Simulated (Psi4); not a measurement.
**HF/aug-cc-pVDZ run of BClF2 (chlorodifluoroborane)**

Aim: the vertical ionisation energy of BClF2 (chlorodifluoroborane) at HF/aug-cc-pVDZ, from 2 runs. 

The results are computed with Psi4 1.11.

4 further runs of the same task are left out: 4 set aside as unsound or not needed.

## 1. The system as given

BClF2 has 4 atoms, charge 0, and is taken as a singlet. SMILES: `FB(F)Cl`. The coordinates come from a PBE0-D4/def2-TZVP relaxation.

Bond lengths: F1–B2 1.310 Å, B2–F3 1.310 Å, B2–Cl4 1.740 Å. Angles: F1–B2–F3 119.0°, F1–B2–Cl4 120.5°, F3–B2–Cl4 120.5°.

## 2. Energy and gradient at HF/aug-cc-pVDZ

run.py

```python
import psi4

psi4.set_memory('1600 MB')
psi4.set_num_threads(1)
psi4.core.set_output_file('psi4.out', False)

mol = psi4.geometry("""
F     -0.173700    -1.254300    -0.546300
B     -0.067100    -0.041300    -0.062000
F     -1.011600     0.830100    -0.317700
Cl     1.307900     0.405300     0.905700
symmetry c1
no_reorient
no_com
""")

psi4.set_options({
    'basis': 'aug-cc-pVDZ',
    'puream': True,
    'e_convergence': 1e-09,
    'd_convergence': 1e-08,
    'scf_type': 'pk',
})

e, wfn = psi4.gradient("hf", return_wfn=True)
psi4.oeprop(wfn, "WIBERG_LOWDIN_INDICES", "MAYER_INDICES", "LOWDIN_CHARGES")
print('gradient / Eh bohr^-1')
print(e.np.round(6))
print(f'energy = {wfn.energy():.10f} Eh')
```

Launch:

```sh
$ python run.py
```

psi4.out:

```text
[...]
  Running in c1 symmetry.
[...]
  Nuclear repulsion =  142.136300753478139
[...]
  Multiplicity = 1
[...]
  Nalpha       = 20
  Nbeta        = 20
[...]
    Number of basis functions: 96
[...]
   @RHF iter   1:  -683.19545199346840   -6.79158e-01   4.29724e-03 DIIS/ADIIS
[...]
   @RHF iter  11:  -683.25726000015004   -3.29692e-12   5.92755e-09 DIIS
[...]
    Orbital Energies [Eh]
    ---------------------
    Doubly Occupied:
       1A   -104.862133     2A    -26.354357     3A    -26.354305
       4A    -10.590566     5A     -8.057942     6A     -8.055433
       7A     -8.055073     8A     -7.801634     9A     -1.683895
      10A     -1.652382    11A     -1.146369    12A     -0.851263
      13A     -0.799197    14A     -0.756344    15A     -0.746265
      16A     -0.687795    17A     -0.682004    18A     -0.595468
      19A     -0.506060    20A     -0.496760
[...]
  @RHF Final Energy:  -683.25726000015004
   => Energetics <=
    Nuclear Repulsion Energy =            142.1363007534781389
    One-Electron Energy =               -1229.3166335516702929
    Two-Electron Energy =                 403.9230727980421989
    Total Energy =                       -683.2572600001500405
[...]
 Multipole Moments:
 ------------------------------------------------------------------------------------
     Multipole            Electronic (a.u.)      Nuclear  (a.u.)        Total (a.u.)
 ------------------------------------------------------------------------------------
 L = 1.  Multiply by 2.5417464519 to convert [e a0] to [Debye]
 Dipole X            :        -21.1460153           21.2237031            0.0776878
 Dipole Y            :         -5.3900108            5.4155771            0.0255664
 Dipole Z            :        -13.7606983           13.8155987            0.0549004
 Magnitude           :                                                    0.0985042
[...]
  -Total Gradient:
     Atom            X                  Y                   Z
    ------   -----------------  -----------------  -----------------
       1        0.000841444428     0.001330114421     0.000952702238
       2        0.001922439939     0.000757072520     0.001417068050
       3        0.001701475863    -0.000637825016     0.000777631481
       4       -0.004465360220    -0.001449361925    -0.003147401770
[...]
```

On the terminal:

```text
gradient / Eh bohr^-1
[[ 0.000841  0.00133   0.000953]
 [ 0.001922  0.000757  0.001417]
 [ 0.001701 -0.000638  0.000778]
 [-0.004465 -0.001449 -0.003147]]
energy = -683.2572600002 Eh
```

Wall time 24 s (1 thread of Intel Xeon Platinum 8259CL at 2.50GHz (Skylake/Cascade Lake), shared host); peak memory 0.45 GiB.

## 3. The doublet cation: a single-point energy at UHF/aug-cc-pVDZ

job.py

```python
import psi4

psi4.set_memory(1600000000)
psi4.set_num_threads(1)
psi4.core.set_output_file('bclf2.out', False)

molecule = psi4.geometry("""
1 2
F
B 1 1.31045
F 2 1.310267 1 119.00197
Cl 2 1.73969 3 120.50141 1 179.99239
symmetry c1
no_reorient
no_com
""")

psi4.set_options({
    'basis': 'aug-cc-pVDZ',
    'reference': 'uhf',
    'puream': True,
    'e_convergence': 1e-09,
    'd_convergence': 1e-08,
    'scf_type': 'pk',
    'maxiter': 100,
})

E, wfn = psi4.energy('hf', return_wfn=True)
psi4.oeprop(wfn, 'MULLIKEN_CHARGES', 'MAYER_INDICES', 'LOWDIN_CHARGES', title='HF')
print('E =', round(E, 9))
```

Launch:

```sh
$ python job.py
```

bclf2.out:

```text
[...]
  Running in c1 symmetry.
[...]
  Nuclear repulsion =  142.136297037602844
[...]
  Multiplicity = 2
[...]
  Nalpha       = 20
  Nbeta        = 19
[...]
    Number of basis functions: 96
[...]
   @UHF iter   1:  -682.70573492510619   -1.89441e-01   4.98459e-03 DIIS/ADIIS
[...]
   @UHF iter  13:  -682.81755433797400   -4.54747e-12   6.07927e-09 DIIS
[...]
   @S^2 Observed:                7.585036143E-01
[...]
    Orbital Energies [Eh]
    ---------------------
    Alpha Occupied:
       1A   -105.294297     2A    -26.584345     3A    -26.584292
       4A    -11.017204     5A     -8.502903     6A     -8.478856
       7A     -8.476056     8A     -8.068620     9A     -1.908483
      10A     -1.877134    11A     -1.563855    12A     -1.083166
      13A     -1.033396    14A     -1.026414    15A     -0.972379
      16A     -0.946370    17A     -0.905025    18A     -0.903185
      19A     -0.895516    20A     -0.875733
    Alpha Virtual:
      21A     -0.125921    22A     -0.115990    23A     -0.075196
      24A     -0.074146    25A     -0.072222    26A     -0.062830
[...]
  @UHF Final Energy:  -682.81755433797400
   => Energetics <=
    Nuclear Repulsion Energy =            142.1362970376028443
    One-Electron Energy =               -1217.1489567418695970
    Two-Electron Energy =                 392.1951053662926938
    Total Energy =                       -682.8175543379741157
  UHF NO Occupations:
  HONO-2 :   18  A 1.9998102
  HONO-1 :   19  A 1.9961699
[...]
 Multipole Moments:
 ------------------------------------------------------------------------------------
     Multipole            Electronic (a.u.)      Nuclear  (a.u.)        Total (a.u.)
 ------------------------------------------------------------------------------------
 L = 1.  Multiply by 2.5417464519 to convert [e a0] to [Debye]
 Dipole X            :          0.0000683           -0.0001291           -0.0000608
 Dipole Y            :          0.5002532            1.0795138            1.5797670
 Dipole Z            :          0.2950580            0.6358196            0.9308776
 Magnitude           :                                                    1.8336295
[...]
  Mulliken Charges: (a.u.)
   Center  Symbol    Alpha    Beta     Spin     Total
       1     F     4.70641  4.69764  0.00877 -0.40405
       2     B     1.75965  1.86205 -0.10241  1.37830
       3     F     4.70629  4.69752  0.00877 -0.40381
       4    CL     8.82765  7.74279  1.08486  0.42956
   Total alpha = 20.00000, Total beta = 19.00000, Total charge =  1.00000
  Lowdin Charges: (a.u.)
   Center  Symbol    Alpha    Beta     Spin     Total
       1     F     4.47519  4.46016  0.01502  0.06465
       2     B     2.66618  2.63268  0.03349 -0.29886
[...]
```

The script printed:

```text
E = -682.817554338
```

Wall time 8.7 s (1 thread of Intel Xeon Platinum 8259CL at 2.50GHz (Skylake/Cascade Lake), shared host); peak memory 0.45 GiB.

## 4. Outcome

Level: HF/aug-cc-pVDZ.

| quantity | value |
| --- | --- |
| singlet BClF2: total energy | -683.25726 Eh |
| singlet BClF2: dipole moment | 0.25 D |
| singlet BClF2: HOMO energy | -13.52 eV |
| singlet BClF2: LUMO energy | 1.28 eV |
| singlet BClF2: HOMO–LUMO gap | 14.79 eV |
| singlet BClF2: largest force on an atom | 0.291 eV/Å |
| doublet cation: total energy | -682.81755 Eh |
| doublet cation: HOMO energy (highest over α and β) | -23.12 eV |
| doublet cation: LUMO energy (lowest over α and β) | -10.59 eV |
| doublet cation: ⟨S²⟩ | 0.759 |
| vertical ionisation energy (to the doublet cation) | 11.965 eV |

Removing an electron at fixed nuclei costs 11.97 eV (276 kcal/mol). The largest force (singlet BClF2) is 0.29 eV/Å: the shape isn't a stationary point for this species at this level. The negative HOMO energy of the first species, 13.52 eV, lies 1.55 eV above that difference. Mulliken charges (doublet cation) run from -0.40 on F1 to +1.38 on B2; in a basis this large or diffuse they mean little.
